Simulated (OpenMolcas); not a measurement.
# Cr⁴⁺ among point charges: CASSCF and CASPT2 levels and susceptibility

How does a field of 6 point charges split the states of Cr⁴⁺, and what χT follows?

Method: state-averaged CASSCF and CASPT2, spin-orbit coupling by RASSI with atomic mean-field integrals. Code: OpenMolcas 26.06.

### 1 Starting point

```
Species                           : Cr⁴⁺ (chromium, Z = 24, 20 electrons)
Basis                             : ANO-RCC-VDZP [5s4p2d1f], 34 functions
Scalar Hamiltonian                : DKH2, point nucleus
Inactive shells                   : 1s 2s 2p 3s 3p
Active space                      : 2 electrons in 5 orbitals (3d)
Some configurations of this space : 3d2
Orbitals                          : optimised for each spin and parity, averaged over all roots
```

The outer shells:

3d2
```
3d [↑ ][↑ ][  ][  ][  ]
```

The ion sits among 6 point charges of -1.3 e arranged as an octahedron (Oh), 1.99 Å from the ion.

The work runs as a chain of OpenMolcas steps in one folder; each step below is one input file. Labels, J, g values, rates, χT and fits are worked out afterwards by a script from the matrices that RASSI stores. The input lists half of the charges; inversion (Group=XYZ) makes the rest.

### 2 GATEWAY and SEWARD: basis and integrals

The input, a.inp:

```
&GATEWAY
Coord
1

Cr 0.0 0.0 0.0
Basis=ANO-RCC-VDZP
Group=XYZ
NoMove
AngMom=0.0 0.0 0.0
AMFI
XField
3 Angstrom 0
1.990000 0.000000 0.000000 -1.300000
0.000000 1.990000 0.000000 -1.300000
0.000000 0.000000 1.990000 -1.300000
&SEWARD
```

Command:

```bash
$ OMP_NUM_THREADS=1 MOLCAS_MEM=1689 MOLCAS_PROJECT=a pymolcas a.inp > a.log
```

### 3 CASSCF: triplets of even parity, 10 roots

The input, a.inp:

```
&RASSCF
FileOrb=start.orb
Symmetry=1
Spin=3
nActEl=2 0 0
Inactive=3 6
Ras2=5 0
CIRoot=10 10 1
SDav=10
CIMx=300
Iter=120 100
PrWF=0.3
OrbListing=Nothing
MaxOrb=0
>>> COPY $Project.JobIph JOB001
```

start.orb holds the contracted functions of the basis, ordered by shell, or the orbitals of the step before.

### 4 CASSCF: singlets of even parity, 15 roots

The input, a.inp:

```
&RASSCF
FileOrb=start.orb
Symmetry=1
Spin=1
nActEl=2 0 0
Inactive=3 6
Ras2=5 0
CIRoot=15 15 1
SDav=15
CIMx=300
Iter=120 100
PrWF=0.3
OrbListing=Nothing
MaxOrb=0
>>> COPY $Project.JobIph JOB002
```

### 5 State interaction with spin-orbit coupling

The input, a.inp:

```
&RASSI
NrOfJobIphs=2 10 15
1 2 3 4 5 6 7 8 9 10
1 2 3 4 5 6 7 8 9 10 11 12 13 14 15
IphNames
JOB001
JOB002
EJob
SpinOrbit
DIPRint=1.0
SOCoupling=1000.0
Subsets=2
Property=9
'ANGMOM' 1 'ANGMOM' 2 'ANGMOM' 3 'MLTPL  1' 1 'MLTPL  1' 2 'MLTPL  1' 3
'AMFI' 1 'AMFI' 2 'AMFI' 3
SOProperty=3
'ANGMOM' 1 'ANGMOM' 2 'ANGMOM' 3
```

### 6 CASPT2: IPEA 0.25, imaginary shift 0.1 (closed shells correlated: 3s 3p)

The input, a.inp:

```
>>> COPY JOB001 $Project.JobIph
&CASPT2
Multistate=10 1 2 3 4 5 6 7 8 9 10
NoMult
Frozen=2 3
IPEA=0.25
Imaginary=0.1
MaxIter=60
WThr=0.0 0.3 0.05
PrWF=0.5
NoMix
>>> COPY JOB002 $Project.JobIph
&CASPT2
Multistate=15 1 2 3 4 5 6 7 8 9 10 11 12 13 14 15
NoMult
Frozen=2 3
IPEA=0.25
Imaginary=0.1
MaxIter=60
WThr=0.0 0.3 0.05
PrWF=0.5
NoMix
```

(Steps that only read results are left out.)

Q: Predict the outcome of this session. Wanted: spin-free ground state; first state of the same spin within the active space; lowest level; next level.

As calculated:

| quantity | value |
| --- | --- |
| method | SS-CASPT2, IPEA 0.25, imaginary shift 0.1 (closed shells correlated: 3s 3p) |
| spin-free ground state | 3T1, 3-fold in its orbital part |
| first state of the same spin within the active space | 3T2 at 1550 cm⁻¹ |
| lowest level | 2-fold E, g = 0.00, 0.00, 0.00 |
| next level | 101.9 cm⁻¹ |
| χT at 300 K | 0.57 cm³ K/mol |
| effective moment at 300 K | 2.14 μB |

Cost by method:

| method | time of its own steps | time with the reference |
| --- | --- | --- |
| A. CASSCF | 4.3 s | 4.3 s |
| B. SS-CASPT2, IPEA 0.25, imaginary shift 0.1, +3s 3p | 1.4 s | 5.7 s |

Times are of one thread on a shared host.

**Reading.** The spin-free ground state (3T1) comes to 100 % from free-ion F terms and keeps the highest spin of the shell. χT at 300 K is 0.57, against 1.00 cm³ K/mol for the spin alone, so spin-orbit coupling lowers it. A ligand-field fit to the states below 45000 cm-1 gives 10Dq = 3163 cm-1, B = 1129 cm-1 and C = 4399 cm-1 (C/B = 3.90), with a deviation of 643 cm-1. CASPT2 does not keep the components of a term degenerate, and the means are used. The field of point charges can differ much from that of real complexes. Point charges carry no covalency, so the field is a model and not that of real ligands.
